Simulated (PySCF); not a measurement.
# SiPH2OF (SMILES F[SiH]1OP1), step by step

Wanted: a structure relaxation (LC-BLYP/6-31G), then a single-point energy (CCSD(T)/6-311+G*), then the vertical excitations (TDA-TPSS0/cc-pVDZ-DK) of SiPH2OF. The job is set up through a Python script.

The calculation is run with PySCF 2.14.0.

1 further run of the same task is left out (for a faulty analytic Hessian).

**1. The structure to begin with**

SiPH2OF has 6 atoms, charge 0, and is taken as a singlet. As SMILES, `F[SiH]1OP1`. Geometry: a rough force-field guess. The run starts from this shape.

Bond lengths: F1–Si2 1.615 Å, Si2–O3 1.582 Å, O3–P4 1.641 Å, Si2–H5 1.499 Å, P4–H6 1.460 Å. Angles: F1–Si2–O3 112.0°, Si2–O3–P4 110.0°, F1–Si2–H5 108.9°, O3–Si2–H5 117.0°, O3–P4–H6 93.8°. A long bond or contact: Si2–P4 2.640 Å.

**2. A structure relaxation at LC-BLYP/6-31G (density fitting with def2-universal-jkfit, SMD toluene) (run 1)**

Input file job.py:

```python
# F[SiH]1OP1
from pyscf import gto, dft, solvent
from pyscf.geomopt.geometric_solver import kernel as optimise

system = gto.Mole()
system.atom = '''
F     -1.336300    -1.160900    -0.171400
Si    -0.488800    -0.046800    -0.975900
O     -0.058500     1.156900    -0.043300
P      1.128400     0.674300     0.982400
H      0.598400    -0.728300    -1.751000
H      0.199000     0.040800     1.913100
'''
system.cart = True
system.basis = '6-31g'
system.verbose = 3
system.spin = 0
system.max_memory = 1860
system.build()

ks = dft.RKS(system, xc='lc_blyp')
ks = ks.density_fit(auxbasis='def2-universal-jkfit')
ks = ks.SMD()
ks.with_solvent.solvent = 'toluene'
converged, mol_eq = optimise(ks, maxsteps=100)
print('converged:', converged)
print(mol_eq.tostring())

ks.reset(mol_eq)
system = mol_eq
ks.kernel()
e_tot = ks.e_tot
print('E(%s) = %.9f' % ('LC-BLYP', e_tot))
```

On the command line:

```bash
$ OMP_NUM_THREADS=1 python job.py
```

Standard output:

```text
maxiter                   100
[... 73 lines left out ...]
converged SCF energy = -806.210894291718
[... 96 lines left out ...]
converged SCF energy = -806.268801309985
[... 95 lines left out ...]
converged SCF energy = -806.279816824718
[... 96 lines left out ...]
converged SCF energy = -806.279990913177
[... 95 lines left out ...]
converged SCF energy = -806.279992431824
[... 86 lines left out ...]
Converged! =D
[... 1 line left out ...]
converged: True
F          -1.49987837       -1.18924740       -0.33268131
Si         -0.10726444       -0.30709667       -0.65737008
O          -0.14986857        1.34301862       -0.13840816
P           1.10463835        0.52136413        1.03408047
H           0.31834349       -0.63127176       -2.04094297
H           0.15856936        0.18650526        2.08299100
converged SCF energy = -806.27999527683
E(LC-BLYP) = -806.279995277
```

Run time: 6.6 min. Hardware: 1 thread of Arm Neoverse V2, shared host; peak memory 0.88 GiB.

The path in brief:

```tsv
step	energy from the first frame kept (eV)	largest force (eV/Å)
0	0.0000	6.9406
1	-0.8142	3.1825
2	-1.1636	1.2200
3	-1.4986	2.6762
4	-2.5734	0.9177
5	-2.3899	3.0088
6	-2.5998	1.6662
7	-2.6146	0.8736
8	-2.6659	0.5089
9	-2.6897	0.1126
10	-2.6745	0.4354
11	-2.6923	0.1590
12	-2.6944	0.0532
13	-2.6944	0.0175
14	-2.6945	0.0139
15	-2.6945	0.0190
16	-2.6945	0.0258
17	-2.6945	0.0310
18	-2.6945	0.0247
19	-2.6945	0.0142
20	-2.6945	0.0068
```

After the run. Bond lengths: F1–Si2 1.680 Å, Si2–O3 1.730 Å, Si2–P4 2.240 Å, Si2–H5 1.483 Å, P4–H6 1.452 Å. Angles: F1–Si2–O3 115.0°, F1–Si2–P4 119.8°, O3–Si2–P4 55.5°, F1–Si2–H5 107.7°, O3–Si2–H5 119.7°, P4–Si2–H5 129.0°, Si2–P4–H6 96.2°. A long bond or contact: O3–P4 1.904 Å.

**3. A single-point energy at CCSD(T)/6-311+G(d) (run 3)**

Input file geometry.xyz:

```xyz
6

F     -1.499878    -1.189247    -0.332681
Si    -0.107264    -0.307097    -0.657370
O     -0.149869     1.343019    -0.138408
P      1.104638     0.521364     1.034080
H      0.318343    -0.631272    -2.040943
H      0.158569     0.186505     2.082991
```

Input file job.py:

```python
from pyscf import gto, cc

mol = gto.M(
    atom='geometry.xyz',
    verbose=4,
    max_memory=1860,
    basis='6-311+g*',
    spin=0,
)

mf = mol.RHF()
mf.kernel()

mycc = cc.CCSD(mf, frozen=12)
mycc.kernel()
e_t = mycc.ccsd_t()
e_final = mycc.e_tot + e_t
print('Final energy', e_final)
mf.analyze()
```

On the command line:

```bash
$ OMP_NUM_THREADS=1 python job.py
```

Standard output:

```text
PySCF version 2.14.0

[... 100 lines left out ...]
Two-electron Energy =                  522.873178069060032
[... 15 lines left out ...]
MO #12  energy= -4.3369180797871   occ= 2
[... 13 lines left out ...]
MO #26  energy= 0.0477699415821353 occ= 0
[... 13 lines left out ...]
MO #40  energy= 0.31280810175992   occ= 0
[... 13 lines left out ...]
MO #54  energy= 0.578582087071911  occ= 0
[... 13 lines left out ...]
MO #68  energy= 1.35945567936799   occ= 0
[... 13 lines left out ...]
MO #82  energy= 2.76243815293546   occ= 0
[... 13 lines left out ...]
MO #96  energy= 6.05640105527202   occ= 0
[... 13 lines left out ...]
MO #110 energy= 165.98746986573    occ= 0
[... 119 lines left out ...]
Dipole moment(X, Y, Z, Debye):  2.11041, -1.87964, -0.24912
```

It took 69 s on 1 thread of Arm Neoverse V2, shared host; peak memory 0.81 GiB.

**4. The vertical excitations at TDA-TPSS0/cc-pVDZ-DK (sfX2C, spin of roots singlet) (run 4)**

Input file run.py:

```python
from pyscf import gto, dft, tdscf

mol = gto.M(
    atom=[
    ('F', (-1.499878, -1.189247, -0.332681)),
    ('Si', (-0.107264, -0.307097, -0.657370)),
    ('O', (-0.149869, 1.343019, -0.138408)),
    ('P', (1.104638, 0.521364, 1.034080)),
    ('H', (0.318343, -0.631272, -2.040943)),
    ('H', (0.158569, 0.186505, 2.082991)),
],
    verbose=3,
    max_memory=1860,
    basis='cc-pvdz-dk',
    charge=0,
)

ks = dft.RKS(mol, xc='tpss0')
ks = ks.sfx2c1e()
ks.kernel()

e_tot = ks.e_tot
print('Final energy', e_tot)

td = ks.TDA()
td.nstates = 6
td.kernel()
td.analyze()
roots = td.e * 27.211386
osc = td.oscillator_strength()
print('state   eV      nm      f')
for i, (w, f) in enumerate(zip(roots, osc), 1):
    print('%3d %9.4f %8.1f %9.5f' % (i, w, 1239.842 / w, f))
```

On the command line:

```bash
$ OMP_NUM_THREADS=1 python run.py
```

Standard output:

```text
converged SCF energy = -808.708974333486
Final energy -808.7089743334858
Excitation energies (eV)
[4.58931265 5.28875837 6.0738608  6.51178567 6.67973022 7.1271594 ]

** Singlet excitation energies and oscillator strengths **
state   eV      nm      f
  1    4.5893    270.2   0.01362
  2    5.2888    234.4   0.01269
  3    6.0739    204.1   0.14088
  4    6.5118    190.4   0.02969
  5    6.6797    185.6   0.07669
  6    7.1272    174.0   0.09368
```

It took 2.2 min on 1 thread of Arm Neoverse V2, shared host; peak memory 0.58 GiB.

The roots found:

```tsv
excited state	energy (eV)	strength
1	4.589	0.0136
2	5.289	0.0127
3	6.074	0.1409
4	6.512	0.0297
5	6.680	0.0767
6	7.127	0.0937
```

**5. Results**

| quantity | value |
| --- | --- |
| run 1, LC-BLYP/6-31G: total energy at the end | -806.28000 Eh |
| run 1, LC-BLYP/6-31G: dipole moment | 2.91 D |
| run 1, LC-BLYP/6-31G: HOMO energy | -9.64 eV |
| run 1, LC-BLYP/6-31G: LUMO energy | 0.28 eV |
| run 1, LC-BLYP/6-31G: HOMO–LUMO gap | 9.92 eV |
| run 1, LC-BLYP/6-31G: solvent term in the energy | -14.5 kJ/mol |
| run 3, CCSD(T)/6-311+G*: total energy | -805.87563 Eh |
| run 3, CCSD(T)/6-311+G*: dipole moment (Hartree–Fock density) | 2.84 D |
| run 3, CCSD(T)/6-311+G*: HOMO energy (Hartree–Fock orbitals) | -10.36 eV |
| run 3, CCSD(T)/6-311+G*: LUMO energy (Hartree–Fock orbitals) | 1.05 eV |
| run 3, CCSD(T)/6-311+G*: HOMO–LUMO gap (Hartree–Fock orbitals) | 11.41 eV |
| run 3, CCSD(T)/6-311+G*: correlation energy (12 core orbitals frozen) | -654.9 mEh |
| run 3, CCSD(T)/6-311+G*: (T) correction | -23.69 mEh |
| run 3, CCSD(T)/6-311+G*: T1 diagnostic | 0.018 |
| run 4, TDA-TPSS0/cc-pVDZ-DK: ground-state or mean-field energy | -808.70897 Eh |
| run 4, TDA-TPSS0/cc-pVDZ-DK: dipole moment (TPSS0 Kohn–Sham density) | 2.00 D |
| run 4, TDA-TPSS0/cc-pVDZ-DK: HOMO energy (TPSS0 Kohn–Sham orbitals) | -7.55 eV |
| run 4, TDA-TPSS0/cc-pVDZ-DK: LUMO energy (TPSS0 Kohn–Sham orbitals) | -1.54 eV |
| run 4, TDA-TPSS0/cc-pVDZ-DK: HOMO–LUMO gap (TPSS0 Kohn–Sham orbitals) | 6.01 eV |
| run 4, TDA-TPSS0/cc-pVDZ-DK: lowest singlet excitation energy | 4.59 eV |

In words: The optimisation (run 1, LC-BLYP/6-31G) took 20 steps and changed the energy by -2.695 eV. Mulliken charges (run 1, LC-BLYP/6-31G) run from -0.70 on O3 to +0.89 on Si2. Mulliken charges (run 3, CCSD(T)/6-311+G*) of the mean-field density run from -0.46 on O3 to +0.67 on Si2; in a basis this large or diffuse they mean little. The triples (run 3, CCSD(T)/6-311+G*) make up 3.6 % of the correlation energy. The brightest of the 6 transitions from the ground state lies at 6.07 eV (204 nm, f = 0.141); the lowest, at 4.59 eV, has f = 0.014. Mulliken charges (run 4, TDA-TPSS0/cc-pVDZ-DK) of the mean-field density run from -0.51 on O3 to +0.70 on Si2.
